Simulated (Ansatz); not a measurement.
**C3H9BS: a ladder of functionals and wavefunction methods**

The task here is to estimate one member of a computed series from the others.

Method: functionals in def2-TZVPP, the program's frozen cores in correlated methods; program: Ansatz 0.2.0, Gaussian basis.

Levels to be run: PBE-D4, r2SCAN-D4, PBE0-D4, B3LYP-D4, ωB97X-V, ωB97M-V, B2PLYP; CCSD(T)/def2-TZVPP; MP2/def2-QZVPP; extrapolation to the limit.

## Structure used throughout

An earlier PBE0-D4 in a triple-zeta def2 set relaxation fixed the geometry.

SMILES `CB(C)CS`, 14 atoms, charge 0, spin multiplicity 1.

Atoms are counted from 1 here; the program's logs count them from 0.

Bond lengths: C1–B2 1.577 Å, C1–H6 1.099 Å, C1–H7 1.093 Å, C1–H8 1.094 Å, B2–C3 1.575 Å, B2–C4 1.562 Å, C3–H9 1.093 Å, C3–H10 1.099 Å, C3–H11 1.093 Å, C4–S5 1.840 Å, C4–H12 1.088 Å, C4–H13 1.090 Å, S5–H14 1.341 Å. Angles: B2–C1–H6 107.3°, B2–C1–H7 113.1°, B2–C1–H8 114.8°, H6–C1–H7 105.9°, H6–C1–H8 106.5°, H7–C1–H8 108.6°, C1–B2–C3 120.5°, C1–B2–C4 119.8°, C3–B2–C4 119.5°, B2–C3–H9 113.2°, B2–C3–H10 107.6°, B2–C3–H11 114.2°, H9–C3–H10 106.2°, H9–C3–H11 108.5°, H10–C3–H11 106.7°, B2–C4–S5 87.1°, B2–C4–H12 121.4°, B2–C4–H13 117.7° and more.

Set-up of the first run:

The input, in.yaml:

```yaml
crystal:
  periodic: [false, false, false]
  atoms:
    - {symbol: C, position_ang: [-1.414719, 0.313659, 0.567166]}
    - {symbol: B, position_ang: [0.090572, 0.071349, 0.163005]}
    - {symbol: C, position_ang: [1.060708, -0.711244, 1.125613]}
    - {symbol: C, position_ang: [0.660675, 0.728848, -1.134398]}
    - {symbol: S, position_ang: [0.212011, -0.827384, -2.007858]}
    - {symbol: H, position_ang: [-1.418994, 1.037078, 1.394112]}
    - {symbol: H, position_ang: [-1.906003, -0.583671, 0.952659]}
    - {symbol: H, position_ang: [-2.039289, 0.740174, -0.222913]}
    - {symbol: H, position_ang: [0.596573, -1.587146, 1.585566]}
    - {symbol: H, position_ang: [1.324955, -0.035619, 1.950920]}
    - {symbol: H, position_ang: [1.999917, -1.021339, 0.660598]}
    - {symbol: H, position_ang: [0.166536, 1.575935, -1.604796]}
    - {symbol: H, position_ang: [1.742940, 0.816676, -1.224200]}
    - {symbol: H, position_ang: [-1.088783, -0.546517, -2.176675]}
basis:
  gaussian: {orbitals: def2-TZVPP}
hamiltonian: {xc: pbe, dispersion: d4}
output: {forces: true, orbitals: {seedname: orbitals}}
```

Launch:

```
$ ansatz run in.yaml --threads 4 --pin off --events-out ev --progress --plain --max-ram 10444MiB
```

Steps of the session up to this table: PBE-D4 (GGA); r2SCAN-D4 (meta-GGA); PBE0-D4 (hybrid); B3LYP-D4 (hybrid); ωB97X-V (range-separated); ωB97M-V (range-separated); B2PLYP (double hybrid); CCSD(T) in def2-TZVPP; MP2 in def2-QZVPP.

One table of the session follows, with a row left open; its other results are not shown here.

It belongs to the step «Atomisation energies». 

```
            method  atomisation energy (eV)
            PBE-D4                   55.706
         r2SCAN-D4                   55.041
           PBE0-D4                   55.139
          B3LYP-D4                   54.794
           ωB97X-V                   54.808
           ωB97M-V                   54.988
            B2PLYP                   54.164
     HF/def2-TZVPP                   41.489
    MP2/def2-TZVPP                   53.978
   CCSD/def2-TZVPP                   52.767
CCSD(T)/def2-TZVPP                   53.443
           MP2/CBS                   55.132
       CCSD(T)/CBS                        ?
```

Q: Estimate the row for CCSD(T)/CBS from the others.

**Answer.** atomisation energy (eV): 54.596. In the column «atomisation energy (eV)» it lies between B2PLYP (54.164) and B3LYP-D4 (54.794).

Limits of these values: Free atoms (3 C, 1 B, 1 S, 9 H) were run apart at each level; the atomisation energy is their sum less the molecule, without zero-point or spin-orbit terms.
